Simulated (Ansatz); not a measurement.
Task: a ladder of methods at one geometry of AlH5O2SSn, SMILES [OH][SnH]([OH])[AlH][SH], with Ansatz 0.2.0 through its Python package. Give the script and its output. Level of theory (for the species named): LC-wPBE, def2-SVP basis, multiplicity 1. The script varies functional: lc_wpbe, hse06, hf, r2scan0, cam_b3lyp, blyp.

The script reads `alh5o2ssn.xyz`:
```text
10

O     0.83260   -0.25340    2.42590
Sn    0.92980   -0.45350    0.45290
O     1.10210   -2.37560    0.02540
Al   -1.17420    0.48250   -0.71550
S    -1.09480    2.14770   -2.24030
H    -0.07820   -0.61860    2.64920
H     2.35440    0.42720   -0.13750
H     1.11630   -2.40750   -0.95480
H    -2.66900   -0.13380   -0.30560
H    -1.23590    3.13370   -1.19670
```

Script `methods.py`:
```python
from pathlib import Path

import ansatz
import numpy as np

system = ansatz.Crystal.molecule_from_extxyz("alh5o2ssn.xyz")

setup = system.calculation().basis(gaussian="def2-SVP")

print("functional    E (Ha)        dipole (D)   HOMO (eV)  LUMO (eV)")
for name in ["lc_wpbe", "hse06", "hf", "r2scan0", "cam_b3lyp", "blyp"]:
    r = setup.functional(name).forces().orbitals().run(threads=1, runs_dir="runs").report
    lines = Path(r["orbitals_path"]).read_text().splitlines()
    field_of = lambda key: [line.split("=")[1].strip() for line in lines if line.startswith(key)]
    orbitals = [(27.211386 * float(e), s, float(n)) for e, s, n in zip(field_of("Ene="), field_of("Spin="), field_of("Occup="))]
    homo = max(e for e, _, n in orbitals if n > 0.5)
    lumo = min(e for e, _, n in orbitals if n < 0.5)
    dipole = 4.803205 * np.linalg.norm(r["charge_distribution"]["dipole_moment_e_ang"])
    print(f"{name:10s} {r['free_energy_ev'] / 27.211386246:14.6f} {dipole:9.3f} {homo:11.3f} {lumo:10.3f}")
```

```console
$ python methods.py
functional    E (Ha)        dipole (D)   HOMO (eV)  LUMO (eV)
lc_wpbe      -1007.827402     2.064      -9.522     -0.793
hse06        -1007.651180     2.003      -6.614     -3.153
hf           -1005.133730     2.441      -9.737     -0.090
r2scan0      -1007.971356     2.121      -7.207     -2.723
cam_b3lyp    -1008.021721     2.155      -8.199     -1.793
blyp         -1007.992976     1.836      -5.593     -3.253
```

Notes:
- Total energies depend on the basis set; only differences at equal settings carry meaning.
- The geometry is a force-field or estimated start, not a minimum of this method, and the basis set is short of its limit. A lower total doesn't mark the better method: functionals have no common bound, and MP2 and coupled cluster aren't variational.
- def2 sets replace the cores of elements past krypton by effective core potentials.
- Levels such as HOMO and LUMO are orbital energies: with these approximate functionals they aren't the ionisation energy and electron affinity, and their gap isn't the fundamental gap.
- hse06 follows the composition of plane-wave codes, whose totals differ by tens of mHa, up to about 0.1 Ha, from the form usual in Gaussian-basis programs (wpbeh).
- It ran for 22 s on 1 thread of Intel(R) Xeon(R) 6975P-C (Granite Rapids), with other jobs on the host, peak memory 0.4 GiB.

(Lines on the test bed's own set-up are left out of the output.)
